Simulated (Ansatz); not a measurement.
# CH₇SSbSi: a ladder of functionals and wavefunction methods

An exercise on one series of results from a longer session: the logs are not shown, and one member is left open.

Method: functionals in def2-TZVPP, the program's frozen cores in correlated methods; program: Ansatz 0.2.0, Gaussian basis.

The runs, in order: PBE-D4, r2SCAN-D4, PBE0-D4, B3LYP-D4, ωB97X-V, ωB97M-V, B2PLYP; CCSD(T)/def2-TZVPP; MP2/def2-QZVPP; extrapolation to the limit.

## The relaxed structure

The geometry comes from an earlier relaxation with PBE0-D4 in a triple-zeta def2 set; it is a stationary point, not always the lowest conformer. Sb takes the def2 core potential; no spin-orbit term is included.

11 atoms, charge 0, spin multiplicity 1.

Atoms are counted from 1 here; the program's logs count them from 0.

Bond lengths: Si1–C2 1.881 Å, Si1–H5 1.487 Å, Si1–H6 1.486 Å, Si1–H7 1.486 Å, C2–S3 1.801 Å, C2–Sb4 2.181 Å, C2–H8 1.095 Å, S3–H9 1.344 Å, Sb4–H10 1.713 Å, Sb4–H11 1.707 Å. Angles: C2–Si1–H5 108.6°, C2–Si1–H6 110.8°, C2–Si1–H7 109.6°, H5–Si1–H6 109.3°, H5–Si1–H7 109.3°, H6–Si1–H7 109.2°, Si1–C2–S3 108.2°, Si1–C2–Sb4 108.6°, Si1–C2–H8 108.5°, S3–C2–Sb4 116.0°, S3–C2–H8 110.4°, Sb4–C2–H8 105.0°, C2–S3–H9 98.9°, C2–Sb4–H10 92.5°, C2–Sb4–H11 93.1°, H10–Sb4–H11 91.3°.

Set-up of the first run:

The input, in.yaml:

```yaml
crystal:
  periodic: [false, false, false]
  atoms:
    - {symbol: Si, position_ang: [-0.935214, 1.390057, 0.197656]}
    - {symbol: C, position_ang: [0.463040, 0.218317, -0.259220]}
    - {symbol: S, position_ang: [1.490437, -0.025893, 1.200190]}
    - {symbol: Sb, position_ang: [-0.399327, -1.585162, -1.132215]}
    - {symbol: H, position_ang: [-1.603779, 1.841878, -1.051941]}
    - {symbol: H, position_ang: [-0.413251, 2.573187, 0.930671]}
    - {symbol: H, position_ang: [-1.920920, 0.679856, 1.052971]}
    - {symbol: H, position_ang: [1.047163, 0.671362, -1.066486]}
    - {symbol: H, position_ang: [2.073787, -1.185416, 0.851207]}
    - {symbol: H, position_ang: [1.101189, -2.411426, -1.091100]}
    - {symbol: H, position_ang: [-0.837826, -2.223658, 0.388969]}
basis:
  gaussian: {orbitals: def2-TZVPP}
hamiltonian: {xc: pbe, dispersion: d4}
output: {forces: true, orbitals: {seedname: orbitals}}
```

The run is started by

```
ansatz run in.yaml --threads 4 --pin off --events-out ev --progress --plain --max-ram 10444MiB
```

Steps of the session up to this table: PBE-D4 (GGA); r2SCAN-D4 (meta-GGA); PBE0-D4 (hybrid); B3LYP-D4 (hybrid); ωB97X-V (range-separated); ωB97M-V (range-separated); B2PLYP (double hybrid); CCSD(T) in def2-TZVPP; MP2 in def2-QZVPP.

One of the session's tables, all rows but one given; the rest of the session is left out.

| method | atomisation energy (kcal/mol) |
| --- | --- |
| PBE-D4 | 765.9 |
| r2SCAN-D4 | 760.1 |
| PBE0-D4 | 756.8 |
| B3LYP-D4 | 763.4 |
| ωB97X-V | 770.6 |
| ωB97M-V | 763.6 |
| B2PLYP | 748.1 |
| HF/def2-TZVPP | 534.6 |
| MP2/def2-TZVPP | 736.4 |
| CCSD/def2-TZVPP | 729.7 |
| CCSD(T)/def2-TZVPP | ? |
| MP2/CBS | 759.9 |
| CCSD(T)/CBS | 765.1 |

Q: Estimate the row for CCSD(T)/def2-TZVPP from the others.

**Answer.** atomisation energy (kcal/mol): 741.6. In the column «atomisation energy (kcal/mol)» it lies between MP2/def2-TZVPP (736.4) and B2PLYP (748.1).
